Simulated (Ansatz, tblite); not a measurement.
**The cluster Zr₂Se₄: rung by rung**

One table from this session's results is given with a row withheld; the runs are named, their logs left out.

The runs use Ansatz 0.2.0, Gaussian basis; as each input shows.

Plan: GFN1-xTB, GFN2-xTB, PBE-D4/def2-TZVP, r2SCAN-D4/def2-TZVP, BLYP-D4/def2-TZVP, revPBE-D4/def2-TZVP, PBE-D4/def2-SVP, PBE0-D4/def2-SVP, PBE0-D4/def2-TZVPD, PBE-D4/def2-TZVPD, r2SCAN-D4/def2-TZVPD, MP2/def2-TZVP, RPA/def2-TZVP.

5 further runs of the same task are left out: 1 that didn't finish, 4 set aside as unsound or not needed.

## The relaxed structure

The geometry is that of the singlet, from an earlier relaxation (PBE-D4/def2-SVP). At that level it is the lowest of the isomers that a small search found.

6 atoms, charge 0, spin multiplicity 1.

Bond lengths: Zr1–Se3 2.506 Å, Zr1–Se4 2.506 Å, Zr1–Se5 2.505 Å, Zr2–Se3 2.687 Å, Zr2–Se4 2.687 Å, Zr2–Se5 2.690 Å, Zr2–Se6 2.368 Å. Angles: Se3–Zr1–Se4 96.0°, Se3–Zr1–Se5 96.0°, Se4–Zr1–Se5 96.0°, Se3–Zr2–Se4 87.7°, Se3–Zr2–Se5 87.7°, Se3–Zr2–Se6 126.7°, Se4–Zr2–Se5 87.7°, Se4–Zr2–Se6 126.7°, Se5–Zr2–Se6 127.2°, Zr1–Se3–Zr2 67.7°, Zr1–Se4–Zr2 67.7°, Zr1–Se5–Zr2 67.7°.

Zr takes a core potential in the def2 sets. No spin-orbit coupling is included.

PBE0-D4/def2-TZVP was run before; its log isn't repeated, and its numbers join the tables.

The first run:

Tight binding, by tblite at 300 K electronic temperature and without a spin-polarisation term:

```python
tblite.interface.Calculator('GFN1-xTB', numbers, positions, charge=0, uhf=0).singlepoint()
```

Tight binding, by tblite at 300 K electronic temperature and without a spin-polarisation term:

```python
tblite.interface.Calculator('GFN2-xTB', numbers, positions, charge=0, uhf=0).singlepoint()
```

start.molden holds the orbitals of an earlier run on this state, given as this run's starting guess.

Input file in.yaml:

```yaml
crystal:
  periodic: [false, false, false]
  atoms:
    - {symbol: Zr, position_ang: [1.777616, -0.120021, -0.915909]}
    - {symbol: Zr, position_ang: [-0.794838, 0.052329, 0.407344]}
    - {symbol: Se, position_ang: [0.683314, 2.097948, -0.514872]}
    - {symbol: Se, position_ang: [1.468274, -0.990085, 1.413246]}
    - {symbol: Se, position_ang: [-0.242447, -1.239473, -1.886070]}
    - {symbol: Se, position_ang: [-2.891929, 0.199303, 1.496261]}
basis:
  gaussian: {orbitals: def2-TZVP, initial_orbitals: start.molden}
hamiltonian: {xc: pbe, dispersion: d4}
scf: {omitted_lower_state_checks: [starts]}
output: {orbitals: {seedname: orbitals}}
```

The run is started by

```sh
$ ansatz run in.yaml --threads 4 --pin off --events-out ev --progress --plain --max-ram 4787MiB
```

Steps of the session up to this table: PBE-D4/def2-TZVP; r2SCAN-D4/def2-TZVP; BLYP-D4/def2-TZVP; revPBE-D4/def2-TZVP; PBE-D4/def2-SVP; PBE0-D4/def2-SVP; PBE0-D4/def2-TZVPD; PBE-D4/def2-TZVPD; r2SCAN-D4/def2-TZVPD; MP2/def2-TZVP; RPA/def2-TZVP.

One of the session's tables, all rows but one given; the rest of the session is left out.

It belongs to the step «Binding energy». 

| level | binding an atom (eV) |
| --- | --- |
| HF/def2-TZVP | 2.351 |
| BLYP-D4/def2-TZVP | 4.071 |
| PBE0-D4/def2-SVP | ? |
| PBE0-D4/def2-TZVP | 4.088 |
| PBE0-D4/def2-TZVPD | 4.087 |
| MP2/def2-TZVP | 4.283 |

Estimate the missing values for PBE0-D4/def2-SVP.

The run gave: binding an atom (eV): 4.112. In the column «binding an atom (eV)» it lies between PBE0-D4/def2-TZVP (4.088) and MP2/def2-TZVP (4.283).

To keep in mind: Free atoms were run apart at each level; binding is atoms less cluster, divided by the number of atoms, without zero-point or spin-orbit terms.
